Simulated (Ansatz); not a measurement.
This script for the Ansatz DFT code, driven from Python starts 2 runs on TaN, space group P-6m2. What input does the engine get in each?

Script `run_defect.py`:
```python
import ansatz as az
from ase import Atoms
import numpy as np

atoms = Atoms(
    ["Ta", "N"],
    scaled_positions=[
        (1 / 3, 2 / 3, 0.5),
        (0.0, 0.0, 0.0),
    ],
    cell=[
        (2.938, 0.0, 0.0),
        (-1.469, 2.544383, 0.0),
        (0.0, 0.0, 2.883),
    ],
    pbc=True,
)
system = az.Crystal.from_ase(atoms)
host = system.supercell(2)
defective = host.interstitial("H", at=(0.625, 0.25, 0.25))

def with_settings(structure):
    return (
        structure.calculation()
        .functional("lda")
        .pseudopotentials("paw")
        .basis(38 * az.Ry)
        .kpoints(3, 3, 2)
        .occupations(az.OccupationsMethod.FERMI_DIRAC, width=150 * az.meV)
        .band_table()
    )


perfect = with_settings(host).run().report
job = with_settings(defective).forces()
outcome = job.run()
report = outcome.report

n_host, n_defect = len(perfect["lattice"]["sites"]), len(report["lattice"]["sites"])
print(f"perfect cell: {n_host} atoms, F = {perfect['free_energy_ev']:.4f} eV")
print(f"defect cell:  {n_defect} atoms, F = {report['free_energy_ev']:.4f} eV")
print(f"difference {report['free_energy_ev'] - perfect['free_energy_ev']:.4f} eV (no chemical potentials)")

pull = np.linalg.norm(report["forces_ev_ang"], axis=1)
for atom in np.argsort(-pull)[:5]:
    print(f"force on {outcome.lattice.sites[atom].symbol}{atom}: {pull[atom]:.3f} eV/A")
```

Run 1:
```yaml
crystal:
  lattice:
    - [2.938, 0.0, 0.0]
    - [-1.469, 2.544383, 0.0]
    - [0.0, 0.0, 2.883]
  atoms:
    - { symbol: Ta, position: [0.33333333333333337, 0.6666666666666666, 0.5] }
    - { symbol: "N", position: [0.0, 0.0, 0.0] }
  supercell: [2, 2, 2]
basis:
  ecutwfc: 517.016338673772
kpoints:
  mp_grid:
    grid: [3, 3, 2]
hamiltonian:
  xc: lda
  pseudopotentials:
    kind: paw
scf:
  occupations:
    method: fermi_dirac
    width: 0.15
output:
  eigenvalues: true
```

Run 2, against run 1:
```diff
+  defects:
+    - { interstitial: { symbol: H, position: [0.3125, 0.125, 0.125] } }
+  forces: true
```

```console
$ python run_defect.py
perfect cell: 16 atoms, F = -80473.8803 eV
defect cell:  17 atoms, F = -80487.5183 eV
difference -13.6380 eV (no chemical potentials)
force on Ta4: 3.315 eV/A
force on H16: 3.028 eV/A
force on N1: 1.085 eV/A
force on N9: 1.085 eV/A
force on Ta8: 0.892 eV/A
```

What to keep in mind:
- Total energies depend on the potentials; only differences at equal settings carry meaning. A total without «per atom» is that of the whole cell that was run.
- No spin polarisation was allowed.
- For a metal this k-point mesh is coarse: on a finer one energies can move by several to tens of meV an atom and pressures by half a GPa or more, differences at one mesh by less.
- A Fermi-Dirac width this large means warm electrons, whose thermal share enters the free energy.
- The atoms stand at ideal sites; relaxing them can change energy and levels by an eV or more.
- The difference holds no chemical potentials.
- Errors of mesh and smearing per atom add up over the supercell, so the energy can be off by tenths of an eV.
- Spin-orbit coupling, which matters for elements this heavy, is left out.
- The starting cell is as deposited in a crystallographic database; the results hold for this polymorph, which needn't be the stable one.
- The supercell is small, so the defect meets its images and the energies aren't those of an isolated defect; a partly filled defect level may also lower its energy by spin or distortion. For a charged cell the difference holds no correction, alignment or term for the electrons' reservoir.
- Run time: 40 s on 1 thread of Arm Neoverse N1 (shared host), peak memory 0.55 GiB.
